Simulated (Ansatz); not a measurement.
# SiO2 (stishovite): the cost of one run

Computed with Ansatz 0.2.0 (DFT r2SCAN, scalar-relativistic, plane waves, PAW, unless a step's input says otherwise).

## Step 1: The starting structure

The structure is tetragonal, space group P4_2/mnm (No. 136). The conventional cell has a = 4.177 Å, b = 4.177 Å, c = 2.666 Å, α = 90.00°, β = 90.00°, γ = 90.00°. Si (site symmetry mmm) is surrounded by 6 O at 1.76 to 1.81 Å. Around O (site symmetry m2m) lie 3 Si at 1.76 to 1.81 Å.

Coordinates:

```
Si O
1.0
     4.17730    0.00000    0.00000
     0.00000    4.17730    0.00000
     0.00000    0.00000    2.66550
Si O
2 4
Cartesian
  0.0000 0.0000 0.0000
  2.0886 2.0886 1.3328
  1.2787 1.2787 0.0000
  2.8986 2.8986 0.0000
  0.8100 3.3673 1.3328
  3.3673 0.8100 1.3328
```

## Step 2: Cell and atoms relaxed at 0 GPa

Input file input.yaml:

```yaml
crystal:
  lattice:
    - [4.1773, 0.0, 0.0]
    - [0.0, 4.1773, 0.0]
    - [0.0, 0.0, 2.6655]
  atoms:
    - { symbol: Si, position: [0.0, 0.0, 0.0] }
    - { symbol: Si, position: [0.5, 0.5, 0.5] }
    - { symbol: O, position: [0.3061, 0.3061, 0.0] }
    - { symbol: O, position: [0.6939, 0.6939, 0.0] }
    - { symbol: O, position: [0.1939, 0.8061, 0.5] }
    - { symbol: O, position: [0.8061, 0.1939, 0.5] }
scf:
  occupations: { method: fixed }
output:
  forces: true
  stress: true
  eigenvalues: true
  write_density: true
  write_potential: true
  elf: true
  volumetric_format: npy
hamiltonian:
  xc: r2scan
basis:
  ecutwfc: 600
kpoints:
  mp_grid: { grid: [6, 6, 9] }
relax:
  f_tol: 0.002
  max_steps: 60
  cell: { stress_tol: 0.02, p_target: 0 }
```

Started as:

```sh
$ ansatz run input.yaml --threads 4 --pin off --max-ram 10240MiB --backend cpu --events-out ev --progress --plain --runs-dir out
```

**Question.** How long does this run take on 4 threads of Intel Xeon Platinum 8488C (Sapphire Rapids), shared host, and how much memory does it need?

About 8.8 s, with a peak of 0.56 GiB.
